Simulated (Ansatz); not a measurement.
# RbScSe2: a short molecular-dynamics run

A trajectory of RbScSe2, a randomly packed cell with 4 atoms that was not relaxed first: 30 steps of 1 fs at constant energy, with velocities drawn for 100 K.

Program: Ansatz 0.2.0. Level of theory: DFT PBE, plane waves, PAW, scalar-relativistic, no spin polarisation. These are calculated values, not measurements.

The cell holds 4 atoms (RbScSe2): a = 4.789 Å, b = 4.859 Å, c = 4.711 Å, α = 86.80°, β = 85.64°, γ = 100.99°.

Coordinates:

```cif
data_structure
_symmetry_space_group_name_H-M 'P 1'
_symmetry_Int_Tables_number 1
_cell_length_a 4.7886
_cell_length_b 4.8587
_cell_length_c 4.7108
_cell_angle_alpha 86.801
_cell_angle_beta 85.640
_cell_angle_gamma 100.992
_cell_volume 107.01
loop_
_atom_site_label
_atom_site_type_symbol
_atom_site_fract_x
_atom_site_fract_y
_atom_site_fract_z
_atom_site_occupancy
Rb1 Rb 0.23340 0.81268 0.89066 1
Sc1 Sc 0.00220 0.24285 0.36007 1
Se1 Se 0.63555 0.38328 0.95877 1
Se2 Se 0.73317 0.68413 0.49887 1
```

The structure above is the start of the run; the results belong to its end.

| quantity | value |
| --- | --- |
| length | 30 steps of 1 fs |
| temperature, first and last step | 100 and 2234 K |
| temperature, second half | mean 1367 K, from 602 to 2234 K |
| potential energy, second half | -123 meV/atom from the start |
| largest change of the total energy | 0.05 meV/atom |
| mean square displacement, second half | Se 0.008, Sc 0.004, Rb 0.001 Å² |

In words: The temperature starts at 100 K and averages 1367 K in the second half, where it still rises, from 602 to 2234 K; the start was no minimum (force components up to 2.3 eV/Å), and the potential energy that it sheds (123 meV/atom) turns into motion. The total energy strays from its start by at most 0.05 meV/atom, under 0.1 % of the mean kinetic energy, which is good for a step of 1 fs. Over the second half Se atoms stand 0.1 Å (root mean square) from where they began, and the farthest move is 0.1 Å. 30 fs on 4 atoms is far too short and small for converged averages.

Q: Write an input and a launch command for the first run that leads to these results.

One input that does so (others would too):

input.yaml

```yaml
crystal:
  lattice:
    - [4.734809, -0.134092, 0.703379]
    - [-0.783942, 4.793653, -0.116008]
    - [-0.324979, 0.326755, 4.688214]
  atoms:
    - { symbol: Rb, position: [0.233397, 0.812681, 0.890664] }
    - { symbol: Sc, position: [0.002202, 0.242853, 0.36007] }
    - { symbol: Se, position: [0.635546, 0.383279, 0.958766] }
    - { symbol: Se, position: [0.73317, 0.684131, 0.498865] }
kpoints:
  mp_grid: { grid: [3, 3, 3] }
magnetization:
  spin_polarized: false
scf:
  occupations: { method: gaussian, width: 0.1 }
hamiltonian:
  pseudopotentials: { kind: paw }
  xc: pbe
basis:
  ecutwfc: 420
md:
  timestep: 1.0
  n_steps: 30
  ensemble: nve
  temperature: 100.0
  initial_velocities: maxwell_boltzmann
  seed: 581472
```

Run with:

```console
> ansatz run input.yaml --threads 2 --pin off --max-ram 2560MiB --backend cpu --events-out ev --progress --plain --runs-dir out
```
